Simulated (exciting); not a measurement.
# TiTe (Pm-3m) in exciting: runs at scaled volumes

Single points of TiTe at other volumes, in PBEsol.

All numbers are computed with exciting (release sodium); they aren't measurements. Logs are shortened: lines on timing, memory, paths and dates and some standing lists are left out, and cuts for length are marked.

## Step 1: Starting point

Symmetry: Pm-3m, No. 221, cubic system. The conventional cell has a = 3.631 Å, b = 3.631 Å, c = 3.631 Å, α = 90.00°, β = 90.00°, γ = 90.00°. Ti (site symmetry m-3m) has 8 Te at 3.14 Å as nearest neighbours. Te (site symmetry m-3m) is surrounded by 8 Ti at 3.14 Å.

The cell comes from a database or a generator and needn't be the stable form of this composition.

## Step 2: Equation of state, PBEsol, 22.50 Å³/atom (volume scaled by 0.94)

File input.xml:

```xml
<input>
  <title>TiTe</title>
  <structure speciespath="./" tshift="false">
    <crystal scale="1">
      <basevect>6.721696071776 0.000000000000 0.000000000000</basevect>
      <basevect>0.000000000000 6.721696071776 0.000000000000</basevect>
      <basevect>0.000000000000 0.000000000000 6.721696071776</basevect>
    </crystal>
    <species speciesfile="Ti.xml" rmt="2">
      <atom coord="0.000000000000 0.000000000000 0.000000000000"/>
    </species>
    <species speciesfile="Te.xml" rmt="2.3">
      <atom coord="0.500000000000 0.500000000000 0.500000000000"/>
    </species>
  </structure>
  <groundstate do="fromscratch" ngridk="7 7 7" rgkmax="9" gmaxvr="14" lmaxapw="10" lmaxmat="10" lmaxvr="8" xctype="GGA_PBE_SOL" stype="Fermi Dirac" swidth="0.00183747" nempty="14" ValenceRelativity="iora*" epsengy="1e-05" epspot="1e-05" maxscl="60" outputlevel="normal"/>
</input>
```

Potentials or basis: all-electron LAPW+lo, shipped species files, valence relativity iora*.

Run with:

```bash
OMP_NUM_THREADS=1 exciting_smp
```

INFO.OUT:

```text
================================================================================
EXCITING SODIUM started
[... 10 lines left out ...]

 Lattice vectors (cartesian) :
      6.7216960718      0.0000000000      0.0000000000
      0.0000000000      6.7216960718      0.0000000000
      0.0000000000      0.0000000000      6.7216960718

 Reciprocal lattice vectors (cartesian) :
      0.9347618875      0.0000000000      0.0000000000
      0.0000000000      0.9347618875      0.0000000000
      0.0000000000      0.0000000000      0.9347618875

 Unit cell volume                           :     303.6942816614
 Brillouin zone volume                      :       0.8167760423

 Species :    1 (Ti)
     parameters loaded from                 :    Ti.xml
     name                                   :    titanium
     nuclear charge                         :     -22.00000000
     electronic charge                      :      22.00000000
     atomic mass                            :   87256.20311000
     muffin-tin radius                      :       2.00000000
     # of radial points in muffin-tin       :     350

     atomic positions (lattice) :
       1 :   0.00000000  0.00000000  0.00000000

 Species :    2 (Te)
     parameters loaded from                 :    Te.xml
     name                                   :    tellurium
     nuclear charge                         :     -52.00000000
     electronic charge                      :      52.00000000
     atomic mass                            :  232600.57070000
     muffin-tin radius                      :       2.30000000
     # of radial points in muffin-tin       :     400

     atomic positions (lattice) :
       1 :   0.50000000  0.50000000  0.50000000

 Total number of atoms per unit cell        :       2

 Spin treatment                             :    spin-unpolarised

 Number of Bravais lattice symmetries       :      48
 Number of crystal symmetries               :      48

 k-point grid                               :       7    7    7
 Total number of k-points                   :      20
 k-point set is reduced with crystal symmetries

 R^MT_min * |G+k|_max (rgkmax)              :       9.00000000
 Species with R^MT_min                      :       1 (Ti)
 Maximum |G+k| for APW functions            :       4.50000000
 Maximum |G| for potential and density      :      14.00000000

 G-vector grid sizes                        :      30    30    30
 Total number of G-vectors                  :   13997

 Maximum angular momentum used for
     APW functions                          :      10
     computing H and O matrix elements      :      10
     potential and density                  :       8
     inner part of muffin-tin               :       2

 Total nuclear charge                       :     -74.00000000
 Total electronic charge                    :      74.00000000
 Total core charge                          :      46.00000000
 Total valence charge                       :      28.00000000

 Number of empty states                     :      14
 Total number of valence states             :      29

 Maximum Hamiltonian size                   :     501
 Maximum number of plane-waves              :     474
 Total number of local-orbitals             :      27

 Exchange-correlation type                  :      22
     PBEsol, Phys. Rev. Lett. 100, 136406 (2008)
     Generalised gradient approximation (GGA)

 Smearing scheme                            :    Fermi-Dirac
 Smearing width                             :       0.00183747

 Using multisecant Broyden potential mixing
[... 6 lines left out ...]
* Groundstate module started                                                   *
********************************************************************************
 Output level for this task is set to normal

++++++++++++++++++++++++++++++++++++++++++++++++++++++++++++++++++++++++++++++++
[... 5 lines left out ...]
+ SCF iteration number :    1                                                  +
++++++++++++++++++++++++++++++++++++++++++++++++++++++++++++++++++++++++++++++++
 Total energy                               :     -7642.36246392
 _______________________________________________________________
 Fermi energy                               :         0.32806881
 Kinetic energy                             :      8047.70523474
 Coulomb energy                             :    -15475.70863976
 Exchange energy                            :      -210.07214766
 Correlation energy                         :        -4.28691125

 DOS at Fermi energy (states/Ha/cell)       :        55.85530538

 Electron charges :
     core                                   :        46.00000000
     core leakage                           :         0.00219094
     valence                                :        28.00000000
     interstitial                           :         5.61981280
     charge in muffin-tin spheres :
                  atom     1    Ti          :        19.44083259
                  atom     2    Te          :        48.93935461
     total charge in muffin-tins            :        68.38018720
     total charge                           :        74.00000000
[... 378 lines left out ...]
 Electron charges :
     core                                   :        46.00000000
     core leakage                           :         0.00213914
     valence                                :        28.00000000
     interstitial                           :         5.51590743
     charge in muffin-tin spheres :
                  atom     1    Ti          :        19.45871630
                  atom     2    Te          :        49.02537627
     total charge in muffin-tins            :        68.48409257
     total charge                           :        74.00000000

 RMS change in effective potential (target) :  0.441498E-08  ( 0.100000E-04)
 Absolute change in total energy   (target) :  0.493534E-06  ( 0.100000E-04)
 Charge distance                   (target) :  0.189085E-08  ( 0.100000E-04)

++++++++++++++++++++++++++++++++++++++++++++++++++++++++++++++++++++++++++++++++
| Convergency criteria checked for the last 2 iterations                       +
| Convergence targets achieved. Performing final SCF iteration                 +
++++++++++++++++++++++++++++++++++++++++++++++++++++++++++++++++++++++++++++++++
 Total energy                               :     -7646.92476394
 _______________________________________________________________
 Fermi energy                               :         0.32696264
 Kinetic energy                             :      8044.72281244
 Coulomb energy                             :    -15477.18227238
 Exchange energy                            :      -210.17822687
 Correlation energy                         :        -4.28707713

 DOS at Fermi energy (states/Ha/cell)       :        55.55066172

 Electron charges :
     core                                   :        46.00000000
     core leakage                           :         0.00213914
     valence                                :        28.00000000
     interstitial                           :         5.51590743
     charge in muffin-tin spheres :
                  atom     1    Ti          :        19.45871630
                  atom     2    Te          :        49.02537627
     total charge in muffin-tins            :        68.48409257
     total charge                           :        74.00000000

++++++++++++++++++++++++++++++++++++++++++++++++++++++++++++++++++++++++++++++++
[... 7 lines left out ...]

--------------------------------------------------------------------------------
- CAUTION! Warnings have been written in file WARNING.OUT !                    -
--------------------------------------------------------------------------------
================================================================================
| EXCITING SODIUM stopped                                                      =
================================================================================
```

WARNINGS.OUT:

```text
Inversion symmetry is present. Consider using input%groundstate%solver%type = "inversionsymmetry"
```

Run time: 3.5 min. Hardware: 1 thread of Intel Xeon at 2.50GHz (Skylake/Cascade Lake), shared host; peak memory 0.14 GiB.

What came out:

| Property | Result |
| --- | --- |
| Free energy | -208083.4388 eV |
| Band gap on the k mesh | none (metal or under the smearing width) |
| All electrons inside the program's atomic spheres | Ti 19.46; Te 49.03 (radii Ti 2.0, Te 2.3 bohr) |

Caveat: the log's total energy holds no entropy term; the free energy is that total less TS from the occupations.

## Step 3: Equation of state, PBEsol, 22.98 Å³/atom (volume scaled by 0.96)

Changes to input.xml since step 2:

```diff
@@ -4,5 +4,5 @@
     <crystal scale="1">
-      <basevect>6.721696071776 0.000000000000 0.000000000000</basevect>
-      <basevect>0.000000000000 6.721696071776 0.000000000000</basevect>
-      <basevect>0.000000000000 0.000000000000 6.721696071776</basevect>
+      <basevect>6.769033519202 0.000000000000 0.000000000000</basevect>
+      <basevect>0.000000000000 6.769033519202 0.000000000000</basevect>
+      <basevect>0.000000000000 0.000000000000 6.769033519202</basevect>
     </crystal>
```

Potentials or basis: all-electron LAPW+lo, shipped species files, valence relativity iora*.

Run with:

```bash
OMP_NUM_THREADS=1 exciting_smp
```

Wall time 3.2 min (1 thread of Intel Xeon at 2.50GHz (Skylake/Cascade Lake), shared host); peak memory 0.14 GiB.

The run converged. Its results:

```yaml
Free_energy: -208083.3656 eV
Band_gap_on_the_k_mesh: none (metal or under the smearing width)
All_electrons_inside_the_program's_atomic_spheres: Ti 19.45; Te 49.02 (radii Ti 2.0, Te 2.3 bohr)
```

Caveat: the log's total energy holds no entropy term; the free energy is that total less TS from the occupations.

## Step 4: Equation of state, PBEsol, 23.46 Å³/atom (volume scaled by 0.98)

Changes to input.xml since step 3:

```diff
@@ -4,5 +4,5 @@
     <crystal scale="1">
-      <basevect>6.769033519202 0.000000000000 0.000000000000</basevect>
-      <basevect>0.000000000000 6.769033519202 0.000000000000</basevect>
-      <basevect>0.000000000000 0.000000000000 6.769033519202</basevect>
+      <basevect>6.815717984237 0.000000000000 0.000000000000</basevect>
+      <basevect>0.000000000000 6.815717984237 0.000000000000</basevect>
+      <basevect>0.000000000000 0.000000000000 6.815717984237</basevect>
     </crystal>
```

Run with:

```bash
OMP_NUM_THREADS=1 exciting_smp
```

Run time: 3.4 min. Hardware: 1 thread of Intel Xeon at 2.50GHz (Skylake/Cascade Lake), shared host; peak memory 0.15 GiB.

It converged, with:

```yaml
Free_energy: -208083.2870 eV
Band_gap_on_the_k_mesh: none (metal or under the smearing width)
All_electrons_inside_the_program's_atomic_spheres: Ti 19.45; Te 49.01 (radii Ti 2.0, Te 2.3 bohr)
```

Caveat: the log's total energy holds no entropy term; the free energy is that total less TS from the occupations.

## Step 5: Equation of state, PBEsol, 23.94 Å³/atom

Changes to input.xml since step 4:

```diff
@@ -4,5 +4,5 @@
     <crystal scale="1">
-      <basevect>6.815717984237 0.000000000000 0.000000000000</basevect>
-      <basevect>0.000000000000 6.815717984237 0.000000000000</basevect>
-      <basevect>0.000000000000 0.000000000000 6.815717984237</basevect>
+      <basevect>6.861771529813 0.000000000000 0.000000000000</basevect>
+      <basevect>0.000000000000 6.861771529813 0.000000000000</basevect>
+      <basevect>0.000000000000 0.000000000000 6.861771529813</basevect>
     </crystal>
```

Run with:

```bash
OMP_NUM_THREADS=1 exciting_smp
```

Wall time 3.5 min (1 thread of Intel Xeon at 2.50GHz (Skylake/Cascade Lake), shared host); peak memory 0.15 GiB.

It converged, with:

```
Free energy                                       : -208083.2035 eV
Band gap on the k mesh                            : none (metal or under the smearing width)
All electrons inside the program's atomic spheres : Ti 19.44; Te 49.00 (radii Ti 2.0, Te 2.3 bohr)
```

Caveat: the log's total energy holds no entropy term; the free energy is that total less TS from the occupations.

## Step 6: Equation of state, PBEsol, 24.42 Å³/atom (volume scaled by 1.02)

Changes to input.xml since step 5:

```diff
@@ -4,5 +4,5 @@
     <crystal scale="1">
-      <basevect>6.861771529813 0.000000000000 0.000000000000</basevect>
-      <basevect>0.000000000000 6.861771529813 0.000000000000</basevect>
-      <basevect>0.000000000000 0.000000000000 6.861771529813</basevect>
+      <basevect>6.907215049686 0.000000000000 0.000000000000</basevect>
+      <basevect>0.000000000000 6.907215049686 0.000000000000</basevect>
+      <basevect>0.000000000000 0.000000000000 6.907215049686</basevect>
     </crystal>
```

Potentials or basis: all-electron LAPW+lo, shipped species files, valence relativity iora*.

Run with:

```bash
OMP_NUM_THREADS=1 exciting_smp
```

Run time: 3.9 min. Hardware: 1 thread of Intel Xeon at 2.50GHz (Skylake/Cascade Lake), shared host; peak memory 0.15 GiB.

The run converged. Its results:

* Free energy: -208083.1162 eV
* Band gap on the k mesh: none (metal or under the smearing width)
* All electrons inside the program's atomic spheres: Ti 19.43; Te 48.99 (radii Ti 2.0, Te 2.3 bohr)

Caveat: the log's total energy holds no entropy term; the free energy is that total less TS from the occupations.

## Step 7: Equation of state, PBEsol, 24.90 Å³/atom (volume scaled by 1.04)

Changes to input.xml since step 6:

```diff
@@ -4,5 +4,5 @@
     <crystal scale="1">
-      <basevect>6.907215049686 0.000000000000 0.000000000000</basevect>
-      <basevect>0.000000000000 6.907215049686 0.000000000000</basevect>
-      <basevect>0.000000000000 0.000000000000 6.907215049686</basevect>
+      <basevect>6.952068352343 0.000000000000 0.000000000000</basevect>
+      <basevect>0.000000000000 6.952068352343 0.000000000000</basevect>
+      <basevect>0.000000000000 0.000000000000 6.952068352343</basevect>
     </crystal>
```

Run with:

```bash
OMP_NUM_THREADS=1 exciting_smp
```

Wall time 4 min (1 thread of Intel Xeon at 2.50GHz (Skylake/Cascade Lake), shared host); peak memory 0.15 GiB.

The run converged. Its results:

- Free energy: -208083.0255 eV
- Band gap on the k mesh: none (metal or under the smearing width)
- All electrons inside the program's atomic spheres: Ti 19.43; Te 48.99 (radii Ti 2.0, Te 2.3 bohr)

Caveat: the log's total energy holds no entropy term; the free energy is that total less TS from the occupations.

## Step 8: Equation of state, PBEsol, 25.37 Å³/atom (volume scaled by 1.06)

Changes to input.xml since step 7:

```diff
@@ -4,5 +4,5 @@
     <crystal scale="1">
-      <basevect>6.952068352343 0.000000000000 0.000000000000</basevect>
-      <basevect>0.000000000000 6.952068352343 0.000000000000</basevect>
-      <basevect>0.000000000000 0.000000000000 6.952068352343</basevect>
+      <basevect>6.996350236402 0.000000000000 0.000000000000</basevect>
+      <basevect>0.000000000000 6.996350236402 0.000000000000</basevect>
+      <basevect>0.000000000000 0.000000000000 6.996350236402</basevect>
     </crystal>
```

Run with:

```bash
OMP_NUM_THREADS=1 exciting_smp
```

Run time: 3.7 min. Hardware: 1 thread of Intel Xeon at 2.50GHz (Skylake/Cascade Lake), shared host; peak memory 0.15 GiB.

The run converged. Its results:

```
Free energy                                       : -208082.9320 eV
Band gap on the k mesh                            : none (metal or under the smearing width)
All electrons inside the program's atomic spheres : Ti 19.43; Te 48.98 (radii Ti 2.0, Te 2.3 bohr)
```

Caveat: the log's total energy holds no entropy term; the free energy is that total less TS from the occupations.
